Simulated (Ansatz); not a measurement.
# A workflow on SnGeH6 (SMILES [GeH3][SnH3])

Aim: a series of 10 runs (HF/STO-3G, UHF/STO-3G, HF/3-21G, UHF/3-21G, PBE/def2-SVP) of GeH6Sn. 

The results are computed with Ansatz 0.2.0.

## (1) Starting point

The species is SnGeH6 (8 atoms), meant as a singlet with charge 0. As SMILES, `[GeH3][SnH3]`. The coordinates come from a PBE0-D4/def2-TZVP relaxation. The run starts from this shape.

Bond lengths: Ge1–Sn2 2.595 Å, Ge1–H3 1.538 Å, Ge1–H4 1.538 Å, Ge1–H5 1.538 Å, Sn2–H6 1.707 Å, Sn2–H7 1.707 Å, Sn2–H8 1.707 Å. Some angles: Ge1–Sn2–H6 110.4°, Ge1–Sn2–H7 110.5°, Ge1–Sn2–H8 110.4°, Sn2–Ge1–H3 110.4°, Sn2–Ge1–H4 110.4°, Sn2–Ge1–H5 110.4°, H6–Sn2–H7 108.5°, H6–Sn2–H8 108.5°, H7–Sn2–H8 108.5°, H3–Ge1–H4 108.5°.

## (2) A structure relaxation at HF/STO-3G (start density atoms) (run 1)

Input file in.yaml:

```yaml
crystal:
  periodic: [false, false, false]
  atoms:
    - {symbol: Ge, position_ang: [-0.754100, 0.285800, -1.041300]}
    - {symbol: Sn, position_ang: [0.751500, -0.290300, 0.992300]}
    - {symbol: H, position_ang: [-1.830800, 1.307300, -0.639500]}
    - {symbol: H, position_ang: [-1.453400, -0.978600, -1.567000]}
    - {symbol: H, position_ang: [0.087500, 0.886500, -2.179300]}
    - {symbol: H, position_ang: [-0.187600, -0.932800, 2.265200]}
    - {symbol: H, position_ang: [1.931000, -1.444200, 0.553800]}
    - {symbol: H, position_ang: [1.547900, 1.109100, 1.560100]}
basis:
  gaussian: {orbitals: STO-3G}
magnetization: {spin_polarized: false}
hamiltonian: {xc: hf}
relax: {f_tol: 0.002}
output: {orbitals: {seedname: orbitals}}
```

On the command line:

```sh
$ ansatz run in.yaml --threads 1 --pin off --max-ram 3480MiB --events-out events.jsonl --progress --plain --runs-dir runs
```

Log:

```text
Warning: RAYON_NUM_THREADS=1 ignored (pool sized by the plan → 1); use --threads N
The last accepted step is kept in runs//last_step.txt (removed where the run ends without a failure and the disk answers)
[... 49 lines left out ...]
Total energy: -218197.18069630 eV, -8018.5984912280 hartree
[... 8 lines left out ...]
Dipole moment:     0.043574    -0.016676     0.058860 e Å
```

It took 15 s on 1 thread of Intel Xeon Platinum 8488C (Sapphire Rapids), shared host; peak memory 0.14 GiB.

The path in brief:

```
step  energy from the first frame kept (eV)  largest force (eV/Å)
   1                                 0.0000                2.1044
   2                                -0.3306                1.5572
   3                                -0.5320                0.4509
   4                                -0.5404                0.0711
   5                                -0.5406                0.0126
   6                                -0.5406                0.0014
```

After the run. Bond lengths: Ge1–Sn2 2.567 Å, Ge1–H3 1.428 Å, Ge1–H4 1.428 Å, Ge1–H5 1.427 Å, Sn2–H6 1.629 Å, Sn2–H7 1.629 Å, Sn2–H8 1.629 Å. Some angles: Ge1–Sn2–H6 109.8°, Ge1–Sn2–H7 109.8°, Ge1–Sn2–H8 109.8°, Sn2–Ge1–H3 111.1°, Sn2–Ge1–H4 111.1°, Sn2–Ge1–H5 111.1°, H6–Sn2–H7 109.2°, H6–Sn2–H8 109.2°, H7–Sn2–H8 109.2°, H3–Ge1–H4 107.8°.

## (3) The harmonic vibrations at HF/STO-3G (start density atoms) (run 2)

Input file input.yaml:

```yaml
basis:
  gaussian:
    orbitals: STO-3G
crystal:
  periodic: [false, false, false]
  atoms:
    - {symbol: Ge, position_ang: [-0.741120, 0.280911, -1.023766]}
    - {symbol: Sn, position_ang: [0.748133, -0.289094, 0.988242]}
    - {symbol: H, position_ang: [-1.746221, 1.230021, -0.667785]}
    - {symbol: H, position_ang: [-1.399100, -0.883215, -1.523397]}
    - {symbol: H, position_ang: [0.026171, 0.838818, -2.090423]}
    - {symbol: H, position_ang: [-0.162574, -0.901697, 2.192439]}
    - {symbol: H, position_ang: [1.867596, -1.389520, 0.551637]}
    - {symbol: H, position_ang: [1.499114, 1.056577, 1.517352]}
hamiltonian:
  xc: hf
phonons:
  temperatures: {t_min: 298.15, t_max: 298.15, t_step: 1}
```

On the command line:

```sh
$ ansatz run input.yaml --threads 1 --pin off --max-ram 3480MiB --events-out events.jsonl --progress --plain --runs-dir runs
```

Log:

```text
Warning: RAYON_NUM_THREADS=1 ignored (pool sized by the plan → 1); use --threads N
[... 263 lines left out ...]
Total energy: -218197.18069630 eV, -8018.5984912280 hartree
[... 8 lines left out ...]
Dipole moment:     0.043574    -0.016676     0.058859 e Å
Vibrations: 66.25 270.44 470.92 470.92 645.93 645.94 882.98 949.51 949.51 1054.78 1163.32 1163.32 2257.90 2257.90 2293.49 2401.93 2401.93 2468.83 cm⁻¹, zero-point energy 1.414399 eV
```

It took 89 s on 1 thread of Intel Xeon Platinum 8488C (Sapphire Rapids), shared host; peak memory 0.14 GiB.

Runs 3 to 5 aren't shown in full; the table further down has their settings and results.

## (4) The harmonic vibrations at HF/3-21G (start density atoms) (run 6)

Input file run.yaml:

```yaml
crystal:
  periodic: [false, false, false]
  atoms:
    - symbol: Ge
      position_ang: [-0.779553, 0.295611, -1.075655]
    - symbol: Sn
      position_ang: [0.766554, -0.296074, 1.012969]
    - symbol: H
      position_ang: [-1.842924, 1.327397, -0.661710]
    - symbol: H
      position_ang: [-1.481517, -0.976292, -1.581819]
    - symbol: H
      position_ang: [0.078260, 0.883075, -2.209560]
    - symbol: H
      position_ang: [-0.191067, -0.961273, 2.304326]
    - symbol: H
      position_ang: [1.974295, -1.463515, 0.559556]
    - symbol: H
      position_ang: [1.567952, 1.133871, 1.596193]
basis:
  gaussian:
    orbitals: 3-21G.json
hamiltonian:
  xc: hf
phonons:
  temperatures:
    t_min: 298.15
    t_max: 298.15
    t_step: 1
```

The basis set 3-21G is read from a file made from the Basis Set Exchange's data (not shown).

On the command line:

```sh
$ ansatz run run.yaml --threads 1 --pin off --max-ram 3480MiB --events-out events.jsonl --progress --plain --runs-dir runs
```

Log:

```text
Warning: RAYON_NUM_THREADS=1 ignored (pool sized by the plan → 1); use --threads N
[... 260 lines left out ...]
Total energy: -219472.68669095 eV, -8065.4724719622 hartree
[... 8 lines left out ...]
Dipole moment:    -0.012347     0.004790    -0.016839 e Å
Vibrations: 82.39 215.48 344.18 344.22 543.17 543.20 723.92 773.20 773.23 886.38 935.19 935.20 1972.28 1972.29 1991.58 2137.60 2137.61 2148.37 cm⁻¹, zero-point energy 1.206335 eV
```

Wall time 94 s (1 thread of Intel Xeon Platinum 8488C (Sapphire Rapids), shared host); peak memory 0.17 GiB.

Runs 7 to 9 aren't shown in full; the table further down has their settings and results.

## (5) The harmonic vibrations at PBE/def2-SVP (core potential, start density atoms) (run 10)

Input file in.yaml:

```yaml
crystal:
  periodic: [false, false, false]
  atoms:
    - symbol: Ge
      position_ang: [-0.762718, 0.289176, -1.052995]
    - symbol: Sn
      position_ang: [0.759440, -0.293412, 1.003420]
    - symbol: H
      position_ang: [-1.851019, 1.320999, -0.652402]
    - symbol: H
      position_ang: [-1.471507, -0.984548, -1.586635]
    - symbol: H
      position_ang: [0.083130, 0.895172, -2.204880]
    - symbol: H
      position_ang: [-0.188392, -0.945450, 2.294713]
    - symbol: H
      position_ang: [1.955850, -1.461532, 0.561784]
    - symbol: H
      position_ang: [1.567216, 1.122395, 1.581297]
basis:
  gaussian: {orbitals: def2-SVP}
magnetization: {spin_polarized: false}
hamiltonian: {xc: {name: PBE}}
phonons: {temperatures: {t_min: 298.15, t_max: 298.15, t_step: 1}}
```

On the command line:

```sh
$ ansatz run in.yaml --threads 1 --pin off --max-ram 3480MiB --events-out events.jsonl --progress --plain --runs-dir runs
```

Log:

```text
Warning: RAYON_NUM_THREADS=1 ignored (pool sized by the plan → 1); use --threads N
[... 21 lines left out ...]
990 factors; their error is unknown
[... 30 lines left out ...]
990 factors; their error is unknown
[... 30 lines left out ...]
990 factors; their error is unknown
[... 31 lines left out ...]
990 factors; their error is unknown
[... 30 lines left out ...]
990 factors; their error is unknown
[... 30 lines left out ...]
990 factors; their error is unknown
[... 30 lines left out ...]
990 factors; their error is unknown
[... 25 lines left out ...]
990 factors; their error is unknown
[... 4 lines left out ...]
990 factors; their error is unknown
[... 4 lines left out ...]
990 factors; their error is unknown
[... 4 lines left out ...]
990 factors; their error is unknown
[... 5 lines left out ...]
990 factors; their error is unknown
[... 4 lines left out ...]
990 factors; their error is unknown
[... 12 lines left out ...]
Dipole moment:    -0.013320     0.005101    -0.018059 e Å
Vibrations: 79.62 213.28 309.74 309.78 483.66 483.71 634.70 704.15 704.16 769.97 855.58 855.61 1841.20 1858.09 1858.12 2065.88 2084.54 2084.56 cm⁻¹, zero-point energy 1.128030 eV
```

Run time: 79 s. Hardware: 1 thread of Intel Xeon Platinum 8488C (Sapphire Rapids), shared host; peak memory 0.14 GiB.

## (6) Overview of the runs

```
run                                               level         task  walk f tol  partner   energy (Eh)  dipole moment (D)  wall time
  1                     HF/STO-3G (start density atoms)     optimise       0.002     base  -8018.598491               0.36       15 s
  2                     HF/STO-3G (start density atoms)  frequencies           –     base  -8018.598491               0.36       89 s
  3                    UHF/STO-3G (start density atoms)       energy           –   cation  -8018.305478                  –      1.8 s
  4                    UHF/STO-3G (start density atoms)     optimise           –   cation  -8018.348114                  –       16 s
  5                      HF/3-21G (start density atoms)     optimise       0.002     base  -8065.472471               0.10       23 s
  6                      HF/3-21G (start density atoms)  frequencies           –     base  -8065.472472               0.10       94 s
  7                     UHF/3-21G (start density atoms)       energy           –   cation  -8065.127306                  –      2.1 s
  8                     UHF/3-21G (start density atoms)     optimise           –   cation  -8065.171695                  –       26 s
  9  PBE/def2-SVP (core potential, start density atoms)     optimise       0.002     base  -2294.275728               0.11       14 s
 10  PBE/def2-SVP (core potential, start density atoms)  frequencies           –     base  -2294.275728               0.11       79 s
```

## (7) Outcome

```
                                                                          quantity           value
                                                run 10, PBE/def2-SVP: total energy  -2294.27573 Eh
                                               run 10, PBE/def2-SVP: dipole moment          0.11 D
                                    run 10, PBE/def2-SVP: largest force on an atom      0.001 eV/Å
                                  run 10, PBE/def2-SVP: lowest harmonic wavenumber         80 cm⁻¹
                                 run 10, PBE/def2-SVP: highest harmonic wavenumber       2085 cm⁻¹
                                           run 10, PBE/def2-SVP: zero-point energy    108.8 kJ/mol
                     vertical ionisation energy (to the doublet cation), HF/STO-3G        7.973 eV
                      vertical ionisation energy (to the doublet cation), HF/3-21G        9.392 eV
adiabatic ionisation energy (to the doublet cation, no zero-point term), HF/STO-3G        6.813 eV
 adiabatic ionisation energy (to the doublet cation, no zero-point term), HF/3-21G        8.185 eV
```

**Reading.** At HF/STO-3G: removing an electron at fixed nuclei costs 7.97 eV (769 kJ/mol). In a minimal basis such a difference can be off by several eV, whatever the method. At HF/3-21G: the vertical ionisation energy comes to 9.39 eV (906 kJ/mol). At HF/STO-3G: the adiabatic ionisation energy (to the doublet cation, no zero-point term) is 6.81 eV (157 kcal/mol). At HF/3-21G: the adiabatic ionisation energy (to the doublet cation, no zero-point term) is 8.18 eV (790 kJ/mol). Some runs of one species differ in core potentials or relativity; totals across that change don't compare. In runs 1, 2, 3, 4 the basis is minimal, so the values are rough. In runs 1, 2, 3, 4, 5, 6, 7, 8 relativity is left out where basis or elements ask for it. All runs together took 6 min, the longest 94 s.
